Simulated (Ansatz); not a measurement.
# C4F10: small, medium and large basis sets

The task here is to estimate one member of a computed series from the others.

Program: Ansatz 0.2.0, Gaussian basis. Level of theory: one geometry, several basis sets. These are calculated values, not measurements.

Plan: PBE0-D4/def2-SVP; ωB97M-V/def2-SVP; PBE0-D4/def2-QZVPP; ωB97M-V/def2-QZVPP; the functionals' def2-TZVPP values are taken from earlier runs.

## Structure used throughout

An earlier PBE0-D4 in a triple-zeta def2 set relaxation fixed the geometry.

14 atoms, charge 0, spin multiplicity 1.

Atoms are counted from 1 here; the program's logs count them from 0.

Bond lengths: F1–C2 1.325 Å, C2–F3 1.325 Å, C2–F4 1.326 Å, C2–C5 1.552 Å, C5–F6 1.339 Å, C5–F7 1.337 Å, C5–C8 1.560 Å, C8–F9 1.337 Å, C8–F10 1.339 Å, C8–C11 1.552 Å, C11–F12 1.326 Å, C11–F13 1.325 Å, C11–F14 1.325 Å. Angles: F1–C2–F3 108.9°, F1–C2–F4 109.2°, F1–C2–C5 110.9°, F3–C2–F4 108.6°, F3–C2–C5 108.7°, F4–C2–C5 110.5°, C2–C5–F6 107.4°, C2–C5–F7 107.7°, C2–C5–C8 117.7°, F6–C5–F7 108.9°, F6–C5–C8 106.1°, F7–C5–C8 108.8°, C5–C8–F9 108.8°, C5–C8–F10 106.1°, C5–C8–C11 117.7°, F9–C8–F10 108.9°, F9–C8–C11 107.7°, F10–C8–C11 107.4° and more.

Geometry (Å):

```mol
C4F10
  3D, bonds by distance, orders not assigned

 14 13  0  0  0  0  0  0  0  0999 V2000
   -2.1591   -0.1091    0.6352 F   0  0
   -1.6056    0.4091   -0.4515 C   0  0
   -2.3819    1.3806   -0.9078 F   0  0
   -1.5106   -0.5294   -1.3833 F   0  0
   -0.2064    1.0003   -0.1322 C   0  0
   -0.3935    2.0849    0.6306 F   0  0
    0.3496    1.3752   -1.2889 F   0  0
    0.8032    0.0976    0.6412 C   0  0
    0.3532   -0.0821    1.8874 F   0  0
    1.9521    0.7837    0.6897 F   0  0
    1.1213   -1.3013    0.0487 C   0  0
    0.0780   -2.1089    0.1807 F   0  0
    2.1438   -1.8200    0.7123 F   0  0
    1.4429   -1.2097   -1.2335 F   0  0
  1  2  8  0
  2  3  8  0
  2  4  8  0
  2  5  8  0
  5  6  8  0
  5  7  8  0
  5  8  8  0
  8  9  8  0
  8 10  8  0
  8 11  8  0
 11 12  8  0
 11 13  8  0
 11 14  8  0
M  END
```

Set-up of the first run:

File in.yaml:

```yaml
crystal:
  periodic: [false, false, false]
  atoms:
    - {symbol: F, position_ang: [-2.159117, -0.109127, 0.635239]}
    - {symbol: C, position_ang: [-1.605557, 0.409138, -0.451467]}
    - {symbol: F, position_ang: [-2.381948, 1.380629, -0.907801]}
    - {symbol: F, position_ang: [-1.510596, -0.529432, -1.383310]}
    - {symbol: C, position_ang: [-0.206378, 1.000328, -0.132153]}
    - {symbol: F, position_ang: [-0.393504, 2.084879, 0.630618]}
    - {symbol: F, position_ang: [0.349585, 1.375164, -1.288891]}
    - {symbol: C, position_ang: [0.803176, 0.097585, 0.641213]}
    - {symbol: F, position_ang: [0.353213, -0.082129, 1.887359]}
    - {symbol: F, position_ang: [1.952105, 0.783658, 0.689718]}
    - {symbol: C, position_ang: [1.121339, -1.301301, 0.048697]}
    - {symbol: F, position_ang: [0.077964, -2.108892, 0.180718]}
    - {symbol: F, position_ang: [2.143791, -1.819986, 0.712305]}
    - {symbol: F, position_ang: [1.442928, -1.209715, -1.233546]}
basis:
  gaussian: {orbitals: def2-SVP}
hamiltonian: {xc: pbe0, dispersion: d4}
output: {orbitals: {seedname: orbitals}}
```

Run with:

```bash
ansatz run in.yaml --threads 4 --pin off --events-out ev --progress --plain --max-ram 66560MiB --backend cpu
```

Among the steps run: PBE0-D4 in def2-SVP; ωB97M-V in def2-SVP; PBE0-D4 in def2-QZVPP; ωB97M-V in def2-QZVPP.

One of the session's tables, all rows but one given; the rest of the session is left out.

It belongs to the step «Density functionals: the series». 

```
functional       basis  HOMO (eV)  LUMO (eV)
   PBE0-D4    def2-SVP     -10.54       1.00
   PBE0-D4  def2-TZVPP     -10.66       0.68
   PBE0-D4  def2-QZVPP     -10.70       0.56
   ωB97M-V    def2-SVP          ?          ?
   ωB97M-V  def2-TZVPP     -13.05       2.93
   ωB97M-V  def2-QZVPP     -13.09       2.62
```

Q: Estimate the row for ωB97M-V, def2-SVP from the others.

As computed: HOMO (eV): -12.89; LUMO (eV): 3.37. In the column «HOMO (eV)» it lies between ωB97M-V, def2-TZVPP (-13.05) and PBE0-D4, def2-QZVPP (-10.70).
